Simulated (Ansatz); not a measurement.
**CH4O3SW: one species, many methods**

One table from this session's results is given with a row withheld; the runs are named, their logs left out.

Program: Ansatz 0.2.0, Gaussian basis. Level of theory: functionals in def2-TZVPP, the program's frozen cores in correlated methods. These are calculated values, not measurements.

Levels to be run: LDA (SPW92), PBE-D4, revPBE-D4, BLYP-D4, r2SCAN-D4, B97M-V, PBE0-D4, B3LYP-D4, r2SCANh-D4, r2SCAN0-D4, HSE06-D4, BHLYP-D4, CAM-B3LYP-D4, LC-ωPBE, ωB97X-V, ωB97M-V, B2PLYP, PBE-QIDH; CCSD(T)/def2-SVP; CCSD(T)/def2-TZVPP; MP2/def2-QZVPP; extrapolation to the limit; RPA on PBE.

1 further run of the same task is left out (for a known fault of the program). Runs told in other sessions of the task aren't counted.

## Structure used throughout

An earlier PBE0-D4 in a triple-zeta def2 set relaxation fixed the geometry. W takes the def2 core potential; no spin-orbit term is included.

SMILES `C[O][W](=[O])([OH])=[S]`, 10 atoms, charge 0, spin multiplicity 1.

Atoms are counted from 1 here; the program's logs count them from 0.

Bond lengths: C1–O2 1.409 Å, C1–H7 1.092 Å, C1–H8 1.092 Å, C1–H9 1.093 Å, O2–W3 1.847 Å, W3–O4 1.701 Å, W3–O5 1.880 Å, W3–S6 2.140 Å, O5–H10 0.960 Å. Angles: O2–C1–H7 108.6°, O2–C1–H8 109.1°, O2–C1–H9 110.4°, H7–C1–H8 109.3°, H7–C1–H9 109.7°, H8–C1–H9 109.7°, C1–O2–W3 141.7°, O2–W3–O4 108.9°, O2–W3–O5 110.2°, O2–W3–S6 108.6°, O4–W3–O5 109.9°, O4–W3–S6 109.3°, O5–W3–S6 109.9°, W3–O5–H10 123.7°.

The first run:

Input file in.yaml:

```yaml
crystal:
  periodic: [false, false, false]
  atoms:
    - {symbol: C, position_ang: [-0.213531, -1.402799, 1.272402]}
    - {symbol: O, position_ang: [0.109947, -0.754940, 0.063513]}
    - {symbol: W, position_ang: [-0.135078, 0.837563, -0.838492]}
    - {symbol: O, position_ang: [-0.987721, 0.529398, -2.277185]}
    - {symbol: O, position_ang: [1.527089, 1.622551, -1.234683]}
    - {symbol: S, position_ang: [-1.284255, 2.152089, 0.398418]}
    - {symbol: H, position_ang: [0.700343, -1.819924, 1.700135]}
    - {symbol: H, position_ang: [-0.917406, -2.212009, 1.067180]}
    - {symbol: H, position_ang: [-0.659690, -0.695729, 1.975710]}
    - {symbol: H, position_ang: [1.860313, 1.743799, -2.126999]}
basis:
  gaussian: {orbitals: def2-TZVPP}
hamiltonian: {xc: lda}
output: {orbitals: {seedname: orbitals}}
```

Started as:

```sh
$ ansatz run in.yaml --threads 4 --pin off --events-out ev --progress --plain --max-ram 11315MiB
```

Among the steps run: LDA; PBE-D4 (GGA); revPBE-D4 (GGA); BLYP-D4 (GGA); r2SCAN-D4 (meta-GGA); B97M-V (meta-GGA); B3LYP-D4 (hybrid); r2SCANh-D4 (hybrid); r2SCAN0-D4 (hybrid); HSE06-D4 (hybrid); BHLYP-D4 (hybrid); CAM-B3LYP-D4 (range-separated); LC-ωPBE (range-separated); ωB97X-V (range-separated); ωB97M-V (range-separated); B2PLYP (double hybrid); PBE-QIDH (double hybrid).

One of the session's tables, all rows but one given; the rest of the session is left out.

It belongs to the step «Orbital energies across the functionals». 

| functional | HOMO (eV) | LUMO (eV) | gap (eV) |
| --- | --- | --- | --- |
| LDA (SPW92) | -6.38 | -2.92 | 3.46 |
| PBE-D4 | -6.19 | -2.71 | 3.49 |
| revPBE-D4 | -6.13 | -2.63 | 3.50 |
| BLYP-D4 | -6.03 | -2.58 | 3.45 |
| r2SCAN-D4 | -6.49 | -2.66 | 3.83 |
| B97M-V | -6.54 | -2.58 | 3.96 |
| PBE0-D4 | -7.43 | -2.00 | 5.43 |
| B3LYP-D4 | -7.19 | -2.18 | 5.00 |
| r2SCANh-D4 | -6.95 | -2.39 | 4.56 |
| r2SCAN0-D4 | -7.64 | -1.97 | 5.66 |
| HSE06-D4 | -7.04 | -2.38 | 4.66 |
| BHLYP-D4 | -8.52 | -1.12 | 7.40 |
| CAM-B3LYP-D4 | ? | ? | ? |
| LC-ωPBE | -10.01 | 0.13 | 10.14 |
| ωB97X-V | -9.68 | 0.08 | 9.76 |
| ωB97M-V | -9.55 | 0.05 | 9.60 |

Estimate the missing values for CAM-B3LYP-D4.

The run gave: HOMO (eV): -8.70; LUMO (eV): -0.94; gap (eV): 7.76. In the column «HOMO (eV)» it lies between ωB97M-V (-9.55) and BHLYP-D4 (-8.52).
